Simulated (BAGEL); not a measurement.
# AlHSBr (SMILES [SH][Al][Br]) at ROHF/6-31G(d) (density fitting with qzvpp-jkfit, spherical functions)

Aim: the energy change on altering one bond length of AlHSBr at ROHF/6-31G* (density fitting with qzvpp-jkfit, spherical functions), from 2 runs. 

Program for the calculation: BAGEL 1.2.2.

3 further runs of the same task are left out: 1 for a known fault of the program, 1 that didn't finish, 1 set aside as unsound or not needed.

## 1. The molecule

AlHSBr: 4 atoms, total charge 0, spin state doublet. As SMILES, `[SH][Al][Br]`. The coordinates come from a PBE0-D4/def2-TZVP relaxation.

Bond lengths: S1–Al2 2.193 Å, Al2–Br3 2.270 Å, S1–H4 1.345 Å. Angles: S1–Al2–Br3 115.4°, Al2–S1–H4 93.0°.

## 2. A single-point energy at ROHF/6-31G(d) (density fitting with qzvpp-jkfit, spherical functions)

input.json

```json
{ "bagel" : [

{
  "title" : "molecule",
  "basis" : "6-31gs.json",
  "df_basis" : "qzvpp-jkfit",
  "angstrom" : true,
  "geometry" : [
    { "atom" : "S", "xyz" : [    0.335000,    1.032000,   -0.766800 ] },
    { "atom" : "Al", "xyz" : [   -0.343200,   -0.500000,    0.648800 ] },
    { "atom" : "Br", "xyz" : [    0.369500,   -2.610800,    0.213000 ] },
    { "atom" : "H", "xyz" : [   -0.305700,    2.018500,   -0.115400 ] }
  ]
},
{
  "title" : "rohf",
  "nopen" : 1
},
{
  "title" : "print",
  "file" : "orbitals.molden",
  "orbitals" : true
}

]}
```

The basis set 6-31G* is read from a file made from the Basis Set Exchange's data (not shown).

Run with:

```sh
$ BAGEL_NUM_THREADS=1 BAGEL input.json > input.out
```

The log of the run:

```text
* using 1 threads per process

  ===============================================================
  ===============================================================

  *** Geometry ***

  { "atom" : "S", "xyz" : [      0.633058,      1.950197,     -1.449042 ] },
  { "atom" : "Al", "xyz" : [     -0.648554,     -0.944863,      1.226054 ] },
  { "atom" : "Br", "xyz" : [      0.698254,     -4.933697,      0.402512 ] },
  { "atom" : "H", "xyz" : [     -0.577689,      3.814412,     -0.218074 ] },

  Number of auxiliary basis functions:      540

  Since a DF basis is specified, we compute 2- and 3-index integrals:
    o Being stored without compression. Storage requirement is 0.021 GB

  Number of basis functions:       70
  Number of electrons      :       65

    * METHOD: MOLECULE                             0.30

  *** Open-shell HF ***

  === Nuclear Repulsion ===
   247.6600993597

      * DIIS with orbital gradients will be used.

  === ROHF iteration (6-31gs.json) ===
      0      -3212.12123683          0.01493802           0.16
      1      -3212.17367960          0.00729328           0.16
      2      -3212.18447924          0.00386637           0.16
      3      -3212.18732267          0.00116805           0.16
      4      -3212.18865637          0.00036672           0.16
      5      -3212.18890296          0.00011276           0.16
      6      -3212.18895256          0.00002570           0.16
      7      -3212.18896195          0.00000788           0.16
      8      -3212.18896385          0.00000316           0.16
      9      -3212.18896421          0.00000077           0.16
     10      -3212.18896428          0.00000032           0.16
     11      -3212.18896430          0.00000011           0.16
     12      -3212.18896431          0.00000004           0.16
     13      -3212.18896431          0.00000002           0.16
     14      -3212.18896431          0.00000001           0.16
    * SCF iteration converged.

    * S^2 (ROHF) is 0.7500

    * Permanent dipole moment:
           (    0.637960,    -0.632661,    -0.745807) a.u.

    * METHOD: ROHF                                 2.64

    * METHOD: PRINT                                0.01

  ===============================================================
```

It took 3.3 s on 1 thread of Arm Neoverse V1, shared host; peak memory 0.12 GiB.

## 3. The distorted shape at the same level

job.json

```json
{ "bagel": [

{
  "title": "molecule",
  "basis": "6-31gs.json",
  "df_basis": "qzvpp-jkfit",
  "angstrom": true,
  "geometry": [
    { "atom": "S", "xyz": [    0.431099,    0.884034,   -0.864504 ] },
    { "atom": "Al", "xyz": [   -0.247101,   -0.647966,    0.551096 ] },
    { "atom": "Br", "xyz": [    0.465599,   -2.758766,    0.115296 ] },
    { "atom": "H", "xyz": [   -0.305700,    2.018500,   -0.115400 ] }
  ]
},
{ "title": "rohf", "nopen": 1 },
{ "title": "print", "file": "orbitals.molden", "orbitals": true }

]}
```

The basis set 6-31G* is read from a file made from the Basis Set Exchange's data (not shown).

Run with:

```sh
$ BAGEL_NUM_THREADS=1 BAGEL job.json > job.out
```

The log of the run:

```text
* using 1 threads per process

  ===============================================================
  ===============================================================

  *** Geometry ***

  { "atom" : "S", "xyz" : [      0.814659,      1.670582,     -1.633676 ] },
  { "atom" : "Al", "xyz" : [     -0.466953,     -1.224478,      1.041421 ] },
  { "atom" : "Br", "xyz" : [      0.879855,     -5.213312,      0.217878 ] },
  { "atom" : "H", "xyz" : [     -0.577689,      3.814412,     -0.218074 ] },

  Number of auxiliary basis functions:      540

  Since a DF basis is specified, we compute 2- and 3-index integrals:
    o Being stored without compression. Storage requirement is 0.021 GB

  Number of basis functions:       70
  Number of electrons      :       65

    * METHOD: MOLECULE                             0.30

  *** Open-shell HF ***

  === Nuclear Repulsion ===
   246.6014005604

      * DIIS with orbital gradients will be used.

  === ROHF iteration (6-31gs.json) ===
      0      -3212.10227790          0.01507256           0.16
      1      -3212.15545666          0.00744685           0.16
      2      -3212.16673030          0.00397226           0.16
      3      -3212.16975235          0.00117553           0.16
      4      -3212.17113778          0.00036609           0.16
      5      -3212.17138944          0.00010719           0.16
      6      -3212.17143944          0.00002555           0.16
      7      -3212.17144760          0.00000766           0.16
      8      -3212.17144949          0.00000295           0.16
      9      -3212.17144981          0.00000073           0.16
     10      -3212.17144989          0.00000029           0.16
     11      -3212.17144991          0.00000010           0.16
     12      -3212.17144991          0.00000004           0.16
     13      -3212.17144991          0.00000002           0.16
     14      -3212.17144991          0.00000001           0.16
    * SCF iteration converged.

    * S^2 (ROHF) is 0.7500

    * Permanent dipole moment:
           (    0.621675,    -0.601549,    -0.730979) a.u.

    * METHOD: ROHF                                 2.64

    * METHOD: PRINT                                0.01

  ===============================================================
```

Run time: 3.3 s. Hardware: 1 thread of Arm Neoverse V1, shared host; peak memory 0.12 GiB.

## 4. Results

Level: ROHF/6-31G* (density fitting with qzvpp-jkfit, spherical functions).

| quantity | value |
| --- | --- |
| first shape: total energy | -3212.18896 Eh |
| first shape: dipole moment | 2.97 D |
| first shape: ⟨S²⟩ | 0.750 |
| distorted shape: total energy | -3212.17145 Eh |
| distorted shape: dipole moment | 2.88 D |
| distorted shape: ⟨S²⟩ | 0.750 |
| energy change with the S1–H4 bond stretched from 1.345 to 1.546 Å | 0.477 eV |

With the S1–H4 bond stretched from 1.345 to 1.546 Å the energy rises by 0.48 eV (11.0 kcal/mol). The first shape isn't relaxed at this level, so the change isn't measured from a minimum.
